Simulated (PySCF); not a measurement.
**SrSb: from the state search to spectroscopic constants**

What are the lowest state that PBE0 finds, the bond length, vibrational wavenumber and bond energy of SrSb, and how much do these hang on the method?

Computed with PySCF 2.14.0. Level: Sr def2-SVPD with ECP28, Sb def2-SVPD with ECP28, scalar-relativistic core potentials.

## (1) The job

Settings of the job:

```yaml
atoms: Sr, Sb
charge: 0
basis: Sr def2-SVPD with ECP28, Sb def2-SVPD with ECP28
Hamiltonian: scalar-relativistic core potentials
basis_functions: 58
electrons_treated: 33
masses_in_u: 87.9056, 120.9038
levels: PBE0, PBE, r²SCAN, M06, TPSS, revPBE, CAM-B3LYP, HF, MP2, SCS-MP2
grid: 80 radial by 434 angular points
occupations: held fixed by the projection of orbital angular momentum
dissociation_limit: Sr + Sb, each in its ground configuration
starting_distance_in_angstrom: 3.075
values_of_2S_to_try: 1, 3
```

On the command line:

```bash
$ OMP_NUM_THREADS=1 python dia.py task.json out
```

After this run come: First curve: PBE0; Higher solutions at PBE0; PBE (GGA); r²SCAN; M06 (hybrid meta-GGA); TPSS (meta-GGA); revPBE (GGA); CAM-B3LYP (range-separated hybrid); UHF.

Before running it: what results should come out? Wanted: for each run, Re; ωe; De; μ.

The runs gave:

Lowest PBE0 solution found, without spin–orbit coupling: ⁴Σ⁻ (quartet), unpaired electrons σ ↑, π ↑↑. State 2 has its PBE0 minimum 0.05 eV higher. State 3 has its PBE0 minimum 0.08 eV higher, as a spin-mixed determinant (⟨S²⟩ = 1.76), so this is no gap between pure states. State 4 has its PBE0 minimum 0.34 eV higher, as a spin-mixed determinant (⟨S²⟩ = 1.76), so this is no gap between pure states. The other levels ran on the lowest alone.

```csv
level,Re (Å),ωe (cm⁻¹),De (eV),μ (D)
UHF,3.352,127.1,0.472,-4.94
UHF-MP2,3.305,125.2,0.53,n/a
UHF-SCS-MP2,3.325,121.9,0.454,n/a
PBE,3.268,124.2,1.08,-3.73
revPBE,3.293,120.8,0.98,-3.76
TPSS,3.276,126.1,1.13,-3.81
r²SCAN,3.262,130.5,1.18,-4.42
PBE0,3.258,129.0,1.02,-4.15
M06,3.310,115.3,0.87,-2.51
CAM-B3LYP,3.263,130.5,0.92,-4.61
```

De is counted to Sr + Sb in their ground configurations. A positive dipole means Sr(−)Sb(+).

Bond lengths run from 3.258 Å (PBE0) to 3.352 Å (UHF). Of the levels with a De here, UHF-SCS-MP2 gives the least (0.454 eV) and r²SCAN the most (1.18 eV).

Correlated steps freeze 4 core orbitals. These are scalar-relativistic numbers at best; spin–orbit coupling would shift them, the dissociation energy most. With spin–orbit coupling the term label itself may not hold.
